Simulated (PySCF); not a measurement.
# C2H4P3Si: the cost of one run

Programs: PySCF 2.14.0, with density-fitted response routines of our own. Each step states its level of theory. These are calculated values for one molecule in the gas phase, unless marked as measured. Atoms are numbered from 0 throughout.

## 1. The starting structure

10 atoms, charge -1, multiplicity 1; geometry from: GFN2-xTB.

Bonds of the start (Å): Si0–C1 1.87, C1–P2 1.74, P2–P3 2.09, P3–C4 1.73, C4–P5 1.73, P5–C1 1.74, Si0–H6 1.47, Si0–H7 1.47, Si0–H8 1.48, C4–H9 1.08.

## 2. Excited states and response: CAM-B3LYP/def2-SVPD

The job: settings as JSON, then the geometry in Å.

```
{"job": {"kind": "uv", "xc": "CAM-B3LYP", "basis": "def2-SVPD", "nstates": 8, "ntriplets": 3}, "charge": -1, "multiplicity": 1}
Si    -1.988881    -0.063426    -0.053693
C     -0.130941     0.152129    -0.033144
P      0.544245     1.747517    -0.194705
P      2.577354     1.270690    -0.071648
C      2.412068    -0.435974     0.122802
P      0.888999    -1.248527     0.166820
H     -2.348622    -1.485933    -0.148486
H     -2.622308     0.628226    -1.188964
H     -2.642223     0.463286     1.159821
H      3.319192    -1.023334     0.218669
```

Level: TDDFT CAM-B3LYP/def2-SVPD, vertical, gas phase, core orbitals frozen in the response.

Run with:

```bash
> OMP_NUM_THREADS=1 python probes_run.py task.json out
```

This one command runs all jobs of the session in turn.

**Question.** How long does this first job take on 1 thread of Arm Neoverse V1, shared host, and how much memory does it need?

About 25 s, with a peak of 0.72 GiB.
